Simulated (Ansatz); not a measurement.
**BH5OSSi: up Jacob's ladder to CCSD(T)**

Aim: compute BH5OSSi with functionals from several rungs and with coupled cluster. The yardstick is the atomisation energy at the CCSD(T) limit.

Computed with Ansatz 0.2.0, Gaussian basis. Level: functionals in def2-TZVPP, the program's frozen cores in correlated methods.

Plan: LDA (SPW92), PBE-D4, revPBE-D4, BLYP-D4, r2SCAN-D4, B97M-V, PBE0-D4, B3LYP-D4, r2SCANh-D4, r2SCAN0-D4, HSE06-D4, BHLYP-D4, CAM-B3LYP-D4, LC-ωPBE, ωB97X-V, ωB97M-V, B2PLYP, PBE-QIDH; CCSD(T)/def2-SVP; CCSD(T)/def2-TZVPP; MP2/def2-QZVPP; extrapolation to the limit; RPA on PBE.

### 1 Structure used throughout

An earlier PBE0-D4 in a triple-zeta def2 set relaxation fixed the geometry.

SMILES `OBS[SiH3]`, 9 atoms, charge 0, spin multiplicity 1.

Atoms are counted from 1 here; the program's logs count them from 0.

Bond lengths: O1–B2 1.345 Å, O1–H5 0.964 Å, B2–S3 1.826 Å, B2–H6 1.193 Å, S3–Si4 2.136 Å, Si4–H7 1.483 Å, Si4–H8 1.493 Å, Si4–H9 1.481 Å. Angles: B2–O1–H5 114.8°, O1–B2–S3 127.3°, O1–B2–H6 118.2°, S3–B2–H6 114.5°, B2–S3–Si4 104.8°, S3–Si4–H7 111.1°, S3–Si4–H8 110.4°, S3–Si4–H9 108.8°, H7–Si4–H8 108.1°, H7–Si4–H9 109.9°, H8–Si4–H9 108.5°.

### 2 LDA

This LDA is Slater exchange with PW92 correlation.

in.yaml reads:

```yaml
crystal:
  periodic: [false, false, false]
  atoms:
    - {symbol: O, position_ang: [0.187428, 0.922026, -1.698167]}
    - {symbol: B, position_ang: [0.689959, 1.454019, -0.569499]}
    - {symbol: S, position_ang: [0.586990, 0.766064, 1.119035]}
    - {symbol: Si, position_ang: [-0.400999, -1.113566, 0.884320]}
    - {symbol: H, position_ang: [-0.297393, 0.097837, -1.575055]}
    - {symbol: H, position_ang: [1.266663, 2.496076, -0.644925]}
    - {symbol: H, position_ang: [0.567663, -2.235269, 0.929397]}
    - {symbol: H, position_ang: [-1.110479, -1.167217, -0.428114]}
    - {symbol: H, position_ang: [-1.401232, -1.266171, 1.966110]}
basis:
  gaussian: {orbitals: def2-TZVPP}
hamiltonian: {xc: lda}
output: {orbitals: {seedname: orbitals}}
```

On the command line:

```bash
$ ansatz run in.yaml --threads 2 --pin off --events-out ev --progress --plain --max-ram 4352MiB
```

After this run come: PBE-D4 (GGA); revPBE-D4 (GGA); BLYP-D4 (GGA); r2SCAN-D4 (meta-GGA); B97M-V (meta-GGA); PBE0-D4 (hybrid); B3LYP-D4 (hybrid); r2SCANh-D4 (hybrid); r2SCAN0-D4 (hybrid); HSE06-D4 (hybrid); BHLYP-D4 (hybrid); CAM-B3LYP-D4 (range-separated); LC-ωPBE (range-separated); ωB97X-V (range-separated); ωB97M-V (range-separated); B2PLYP (double hybrid); PBE-QIDH (double hybrid); CCSD(T) in def2-SVP; CCSD(T) in def2-TZVPP; MP2 in def2-QZVPP; RPA on PBE orbitals.

Q: Predict the results of all the runs planned. Wanted: atomisation energy, CCSD(T)/CBS; farthest beyond LDA; mean size of error, GGA; mean size of error, meta-GGA; mean size of error, hybrid; mean size of error, range-separated; mean size of error, double hybrid; gap, smallest and largest; T1 diagnostic.

The runs gave:

| quantity | value |
| --- | --- |
| atomisation energy, CCSD(T)/CBS | 3117.2 kJ/mol |
| functionals within 15.6 kJ/mol (0.5 %) | PBE0-D4, B3LYP-D4, r2SCANh-D4, HSE06-D4, CAM-B3LYP-D4 |
| farthest beyond LDA | BHLYP-D4 (-74.2 kJ/mol) |
| mean size of error, GGA | 27.7 kJ/mol |
| mean size of error, meta-GGA | 23.7 kJ/mol |
| mean size of error, hybrid | 21.4 kJ/mol |
| mean size of error, range-separated | 18.6 kJ/mol |
| mean size of error, double hybrid | 31.6 kJ/mol |
| gap, smallest and largest | 5.29 eV (LDA (SPW92)), 12.48 eV (LC-ωPBE) |
| T1 diagnostic | 0.0135 |
| triples share of the correlation energy | 3.9 % |

The LDA atomisation energy is off by 413.8 kJ/mol (13 %): it overbinds. PBE-D4 is off by +29.7 kJ/mol. Double hybrids carry the basis error of their MP2 part in triple zeta, and no dispersion term here, so their miss is partly the set-up's. By mean error the best rung here is range-separated (18.6 kJ/mol) and the worst beyond LDA is double hybrid (31.6 kJ/mol). The gap between the best rungs is small, so their order is not settled. Misses under about 15.6 kJ/mol are within the doubt on the reference itself, which lacks core-valence correlation, relativity and higher excitations. Hartree-Fock recovers 75 % of the binding; the rest is correlation. CCSD(T) in def2-SVP is off by -193.6 kJ/mol, worse than the median functional, from the basis alone. The gap grows from 5.3 to 12.5 eV across the functionals, mostly with the share of exact exchange.
